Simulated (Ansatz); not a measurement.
What does this script print? It uses Ansatz 0.2.0, Python API.

`torsion.py`:
```python
import logging
import sys

import ansatz as az
from ase import Atoms

logging.basicConfig(stream=sys.stdout, format="%(levelname)s %(message)s")
log = logging.getLogger("f2h6si3")
log.setLevel(logging.INFO)

BASIS_SET = "cc-pVDZ"
FUNCTIONAL = "CAM-B3LYP"
FORCE_TOL = 0.02

atoms = Atoms(["F", "Si", "Si", "F", "Si", "H", "H", "H", "H", "H", "H"], positions=[
    (-1.7007, 1.8498, 0.0689),
    (-0.8281, 1.1716, 1.1534),
    (-0.2594, -0.9308, 0.4385),
    (0.7595, -1.6657, 1.5433),
    (0.962, -0.5425, -1.4917),
    (0.376, 2.04, 1.3773),
    (-1.5629, 1.1145, 2.4333),
    (-1.3811, -1.7731, 0.1783),
    (2.1267, 0.3719, -1.1673),
    (0.1075, 0.1129, -2.4814),
    (1.466, -1.8056, -2.032),
])

first = (
    az.Crystal.molecule_from_ase(atoms).calculation()
    .basis(gaussian=BASIS_SET)
    .functional(FUNCTIONAL)
    .relax(force_tolerance=FORCE_TOL, max_steps=80)
)
atoms.positions = first.run(threads=1).report["positions_ang"]

start = atoms.get_dihedral(3, 2, 1, 0)
energies = {}
for turn in range(0, 360, 30):
    turned = atoms.copy()
    turned.set_dihedral(3, 2, 1, 0, start + turn, indices=[0, 1, 5, 6])
    model = (
        az.Crystal.molecule_from_ase(turned).calculation()
        .basis(gaussian=BASIS_SET)
        .functional(FUNCTIONAL)
    )
    energies[round((start + turn) % 360)] = model.run(threads=1).report["free_energy_ev"]
floor = min(energies.values())
log.info("dihedral F3-Si2-Si1-F0 (deg)   E - E(min) (kcal/mol)")
for angle, e in sorted(energies.items()):
    log.info(f"{angle:8d} {23.060548 * (e - floor):14.3f}  " + "#" * int(30 * (e - floor) / max(max(energies.values()) - floor, 1e-9)))
```

Running `python torsion.py` prints:
```text
INFO dihedral F3-Si2-Si1-F0 (deg)   E - E(min) (kcal/mol)
INFO       29          2.113  ######################
INFO       59          1.020  ###########
INFO       89          0.259  ##
INFO      119          0.000
INFO      149          0.274  ##
INFO      179          0.640  ######
INFO      209          1.150  ############
INFO      239          1.678  ##################
INFO      269          1.466  ###############
INFO      299          1.355  ##############
INFO      329          2.185  #######################
INFO      359          2.771  ##############################
```

The scan is rigid and the energies are electronic, in a modest basis. With rigid groups the curve can differ much from the relaxed path, the start wasn't checked as a minimum of this torsion, and equivalent turns needn't return to the same energy. The whole script took 5.7 min on 1 thread of Arm Neoverse V1 (shared host), peak memory 0.41 GiB.
